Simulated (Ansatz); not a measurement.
# AlH5OSiSn: ladder of methods at one geometry from a Python script

How do the methods compare on AlH5OSiSn, in result and in cost? Aim: a ladder of methods at one geometry, for AlH5OSiSn, run from a script. SMILES: [OH][SnH]1[AlH][SiH2]1.

Computed with Ansatz 0.2.0, driven from Python. The levels of theory stand in the script.

**1. The system**

Bond lengths: O1–Sn2 1.984 Å, Sn2–Al3 2.687 Å, Sn2–Si4 2.535 Å, Al3–Si4 2.361 Å, O1–H5 0.928 Å, Sn2–H6 1.758 Å, Al3–H7 1.629 Å, Si4–H8 1.454 Å, Si4–H9 1.403 Å. Angles (14 of 16 angles, heavy atoms first): O1–Sn2–Al3 109.6°, O1–Sn2–Si4 113.1°, Al3–Sn2–Si4 53.7°, Sn2–Al3–Si4 59.9°, Sn2–Si4–Al3 66.4°, O1–Sn2–H6 121.2°, Al3–Sn2–H6 112.4°, Si4–Sn2–H6 124.6°, Sn2–O1–H5 106.1°, Sn2–Al3–H7 153.3°, Si4–Al3–H7 146.7°, Sn2–Si4–H8 113.4°, Sn2–Si4–H9 113.3°, Al3–Si4–H8 114.9°.

alh5osisn.xyz, read by the script:

```xyz
9

O    -2.09670   -0.86620    1.16110
Sn   -1.22290   -0.03480   -0.41480
Al    0.87630    1.43690    0.38950
Si    1.22400   -0.66020   -0.63870
H    -1.41140   -1.10360    1.73940
H    -2.16610    0.76840   -1.66150
H     1.55770    2.73300    1.10410
H     1.63210   -1.72490    0.26280
H     1.69540   -0.59490   -1.95880
```

**2. Script**

methods_alh5osisn.py reads:

```python
from pathlib import Path

import ansatz as az
import numpy as np

geometry = az.Crystal.molecule_from_extxyz("alh5osisn.xyz")

calc = geometry.calculation().basis(gaussian="def2-SVP")

print("functional    E (Ha)        dipole (D)   HOMO (eV)  LUMO (eV)")
for name in ["pbe0", "hse06", "cam_b3lyp", "r2scan0", "b3lyp"]:
    r = calc.functional(name).forces().orbitals().run(threads=1, pin="off", runs_dir="runs").report
    lines = Path(r["orbitals_path"]).read_text().splitlines()
    field_of = lambda key: [line.split("=")[1].strip() for line in lines if line.startswith(key)]
    orbitals = [(27.211386 * float(e), s, float(n)) for e, s, n in zip(field_of("Ene="), field_of("Spin="), field_of("Occup="))]
    homo = max(e for e, _, n in orbitals if n > 0.5)
    lumo = min(e for e, _, n in orbitals if n < 0.5)
    dipole = 4.803205 * np.linalg.norm(r["charge_distribution"]["dipole_moment_e_ang"])
    print(f"{name:10s} {r['free_energy_ev'] / 27.211386246:14.6f} {dipole:9.3f} {homo:11.3f} {lumo:10.3f}")
```

**3. The input behind the calls**

The package turns the script's settings into the engine's input (first run):

```yaml
crystal:
  periodic: [false, false, false]
  atoms:
    - { symbol: O, position_ang: [-2.0967, -0.8662, 1.1611] }
    - { symbol: Sn, position_ang: [-1.2229, -0.0348, -0.4148] }
    - { symbol: Al, position_ang: [0.8763, 1.4369, 0.3895] }
    - { symbol: Si, position_ang: [1.224, -0.6602, -0.6387] }
    - { symbol: H, position_ang: [-1.4114, -1.1036, 1.7394] }
    - { symbol: H, position_ang: [-2.1661, 0.7684, -1.6615] }
    - { symbol: H, position_ang: [1.5577, 2.733, 1.1041] }
    - { symbol: H, position_ang: [1.6321, -1.7249, 0.2628] }
    - { symbol: H, position_ang: [1.6954, -0.5949, -1.9588] }
basis:
  gaussian:
    orbitals: def2-SVP
hamiltonian:
  xc: pbe0
output:
  orbitals: {}
  forces: true
```

**4. Launch**

The run is started by

```
python methods_alh5osisn.py
```

Log:

```text
functional    E (Ha)        dipole (D)   HOMO (eV)  LUMO (eV)
pbe0          -823.833555     1.991      -5.324     -2.600
hse06         -823.815930     1.987      -4.944     -2.969
cam_b3lyp     -824.096345     2.146      -6.375     -1.513
r2scan0       -824.084743     2.106      -5.447     -2.556
b3lyp         -824.255375     2.041      -5.108     -2.688
```

Wall time 19 s (1 thread of Intel Xeon 6975P-C (Granite Rapids), shared host); peak memory 0.34 GiB.

**5. What changed from run to run**

The engine's inputs for some of the other runs:

Run 2, against run 1:

```diff
@@ -17 +17 @@
-  xc: pbe0
+  xc: hse06
```

Run 4, against run 1:

```diff
@@ -17 +17 @@
-  xc: pbe0
+  xc: r2scan0
```

Run 5, against run 1:

```diff
@@ -17 +17 @@
-  xc: pbe0
+  xc: b3lyp
```

Lines on the test bed's own set-up are left out of the output.

**6. The runs side by side**

From the records of these 5 runs:

| run | functional | energy (eV) | SCF cycles | CPU time (s) |
| --- | --- | --- | --- | --- |
| 1 | pbe0 | -22417.6531 | 21 | 3.1 |
| 2 | hse06 | -22417.1735 | 19 | 3.3 |
| 3 | cam_b3lyp | -22424.8039 | 22 | 3.8 |
| 4 | r2scan0 | -22424.4882 | 21 | 5 |
| 5 | b3lyp | -22429.1314 | 20 | 3 |

Totals hang on method, basis and potentials, so only like runs compare.

The fields below are those of run 1.

**7. The molecule's orbitals and density**

Orbitals, density, ELF and potential are computed afterwards from the orbital file.

Frontier orbitals at PBE0/def2-SVP, with the share of their density that lies nearest to each atom:

| orbital | energy (eV) | lies on |
| --- | --- | --- |
| HOMO | -5.32 | Al3 35 %; Sn2 26 %; Si4 11 % |
| LUMO | -2.60 | Al3 54 %; H7 10 %; Sn2 6 % |

ELF in a plane through or near 2 of the atoms.

Ten even steps from '0' (0.00) to '9' (1.00):
```
0000000000000000000000000000
0000000000000000000000000000
0000002555100000000000000000
0000189999740000000000000000
0001599999972112210000000000
0001599999974466641000000000
0001379998323688620000000000
0000024650221587311245410000
0000013552001454214788752000
0000035899974212126668864000
0000136899874211125748863000
0000013455323332112677741000
0000000136668632100123200000
0000000148999721100000000000
0000000127998610000000000000
0000000002443200000000000000
0000000000000000000000000000
0000000000000000000000000000
0000000000000000000000000000
0000000000000000000000000000
```
The map spans 10.1 Å across and 10.4 Å up, centred on the molecule. Atoms in the plane (x, y in Å): O1 (2.4, 0.1), H7 (-2.0, 2.6).

log10 of the density (e/Å³) in the same plane.

Values, 10 rows by 14 columns:
```
-4.0 -4.0 -4.0 -4.0 -3.9 -3.9 -4.0 -4.0 -4.0 -4.0 -4.0 -4.0 -4.0 -4.0
-4.0 -4.0 -3.2 -2.6 -2.2 -2.4 -2.8 -3.2 -3.6 -4.0 -4.0 -4.0 -4.0 -4.0
-4.0 -3.3 -2.2 -1.2 -0.4 -0.9 -1.6 -2.0 -2.4 -2.8 -3.4 -4.0 -4.0 -4.0
-4.0 -3.1 -2.1 -1.1 -0.4 -0.5 -1.0 -1.3 -1.6 -2.0 -2.2 -2.7 -3.8 -4.0
-3.8 -3.2 -2.3 -1.6 -0.9 -0.5 -0.8 -1.0 -1.0 -0.6  0.1 -0.5 -1.8 -3.7
-3.7 -3.3 -2.4 -1.6 -0.9 -0.5 -0.7 -1.0 -0.9 -0.1  0.8  0.0 -1.5 -3.4
-3.6 -3.6 -2.7 -1.8 -1.0 -0.1 -0.3 -1.0 -1.5 -1.6 -1.4 -1.8 -2.9 -4.0
-3.9 -3.9 -3.2 -2.3 -1.5 -0.7 -0.9 -1.6 -2.2 -2.8 -3.3 -3.9 -4.0 -4.0
-4.0 -4.0 -4.0 -3.5 -2.9 -2.5 -2.6 -2.9 -3.5 -4.0 -4.0 -4.0 -4.0 -4.0
-4.0 -4.0 -4.0 -4.0 -4.0 -4.0 -4.0 -4.0 -4.0 -4.0 -4.0 -4.0 -4.0 -4.0
```
The map spans 10.1 Å across and 10.4 Å up, centred on the molecule. Atoms in the plane (x, y in Å): O1 (2.4, 0.1), H7 (-2.0, 2.6).

**8. Summary of results**

```
                                       quantity    value
                                  runs compared        5
HOMO-LUMO gap of the mean field (PBE0/def2-SVP)  2.72 eV
```

All 5 runs converged (19 to 22 cycles). Notes:
- The geometry is a force-field or estimated start, not a minimum of this method, and the basis set is short of its limit. A lower total doesn't mark the better method: functionals have no common bound, and MP2 and coupled cluster aren't variational.
- def2 sets replace the cores of elements past krypton by effective core potentials.
- b3lyp holds the VWN-RPA fit, as in Gaussian; the form of ORCA and Turbomole is b3lyp5.
- Levels such as HOMO and LUMO are orbital energies: with these approximate functionals they aren't the ionisation energy and electron affinity, and their gap isn't the fundamental gap.
- hse06 follows the composition of plane-wave codes, whose totals differ by tens of mHa, up to about 0.1 Ha, from the form usual in Gaussian-basis programs (wpbeh).
